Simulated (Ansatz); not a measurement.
# BH₇SeSi₂, SMILES [SiH3][SiH2]B[SeH]: a ladder of methods at one geometry

Computed with Ansatz's Python interface.

The script, `methods_bh7sesi2.py`:
```python
# -*- coding: utf-8 -*-
"""BH7SeSi2 at several levels of theory."""

import ansatz as az

GEOMETRY = """
Si   -1.13190    1.40430   -0.16850
Si    0.04260   -0.02880    0.96090
B     1.35380   -0.78710   -0.22710
Se    0.89490   -1.78680   -1.86210
H    -1.82950    0.76050   -1.32650
H    -2.20270    2.04220    0.70370
H    -0.28070    2.51920   -0.68600
H    -0.78460   -1.07970    1.46390
H     0.71130    0.66850    2.12900
H     2.53550   -0.66570    0.06470
H     0.75670   -3.10370   -1.03140
"""

mol = az.Crystal.molecule()
for line in GEOMETRY.strip().splitlines():
    symbol, *xyz = line.split()
    mol = mol.atom(symbol, [float(v) for v in xyz])

base = mol.calculation().basis(gaussian="def2-SVP")

methods = ["mp2", "ccsd", "ccsd_t"]
batch = az.Session.batch([base.correlation(m).input() for m in methods])
reports = sorted(batch.plan().execute().molecular_reports, key=lambda each: each["member"])
print(f"Hartree-Fock reference {reports[0]['reference_energy_ev'] / 27.211386246:.6f} Ha")
best = reports[-1]["free_energy_ev"] - reports[-1]["reference_energy_ev"]
for method, each in zip(methods, reports):
    gained = each["free_energy_ev"] - each["reference_energy_ev"]
    print(f"{method:8s} total {each['free_energy_ev'] / 27.211386246:.6f} Ha  correlation {gained:9.4f} eV  ({100 * gained / best:.1f} % of the last)")
```

```console
$ python methods_bh7sesi2.py
Hartree-Fock reference -3005.918213 Ha
mp2      total -3006.443258 Ha  correlation  -14.2872 eV  (86.8 % of the last)
ccsd     total -3006.506521 Ha  correlation  -16.0087 eV  (97.2 % of the last)
ccsd_t   total -3006.523172 Ha  correlation  -16.4618 eV  (100.0 % of the last)
```

Caveats:
- Total energies depend on the basis set; only differences at equal settings carry meaning.
- The geometry is a force-field or estimated start, not a minimum of this method, and the basis set is short of its limit. A lower total doesn't mark the better method: functionals have no common bound, and MP2 and coupled cluster aren't variational.
- Inner cores stay frozen; a filled d shell under the valence of the heavier atoms is correlated with it.
